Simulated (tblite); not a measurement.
# C3H11FOSi2: the cost of one run

Computed with tblite 0.8.0 and PySCF 2.14.0, with density-fitted response routines of our own, on a single molecule, in the gas phase or a continuum. Atoms are numbered from 0 throughout.

### 1 Starting geometry

18 atoms, charge 0, multiplicity 1; geometry from: force field or distance geometry start.

Bonds of the start (Å): C0–O1 1.39, O1–Si2 1.70, Si2–F3 1.68, Si2–C4 1.87, C4–C5 1.49, C5–Si6 1.86, C0–H7 1.10, C0–H8 1.13, C0–H9 1.10, Si2–H10 1.48, C4–H11 1.12, C4–H12 1.10, C5–H13 1.10, C5–H14 1.13, Si6–H15 1.48, Si6–H16 1.45, Si6–H17 1.48.

### 2 Optimising the geometry with GFN2-xTB

Job settings and geometry (Å):

```
{"job": {"kind": "relax", "xc": "GFN2-xTB", "basis": "xTB"}, "charge": 0, "multiplicity": 1}
C      3.166700     0.178100    -0.171800
O      2.059000    -0.521900    -0.622800
Si     0.691400    -0.348700     0.377200
F      0.207400     1.243200     0.611400
C     -0.711600    -1.225100    -0.503000
C     -1.993200    -0.548100    -0.138500
Si    -2.064200     1.249300    -0.596400
H      3.003900     0.804700     0.721600
H      3.461200     0.832600    -1.040200
H      3.982900    -0.552100    -0.036600
H      0.848900    -1.043600     1.672100
H     -0.498500    -1.207400    -1.601100
H     -0.741800    -2.269000    -0.148400
H     -2.824200    -1.127300    -0.557700
H     -2.087500    -0.637700     0.979800
H     -3.326900     1.429500    -1.342800
H     -0.914900     1.743500    -1.329200
H     -2.267600     2.006500     0.655900
```

Started as:

```bash
$ OMP_NUM_THREADS=1 python probes_run.py task.json out
```

One launch serves the whole session: the jobs run in the order shown.

Q: Estimate the wall time and peak memory of this first job on 1 thread of Arm Neoverse N1, shared host.

About 3.2 s, with a peak of 0.18 GiB.
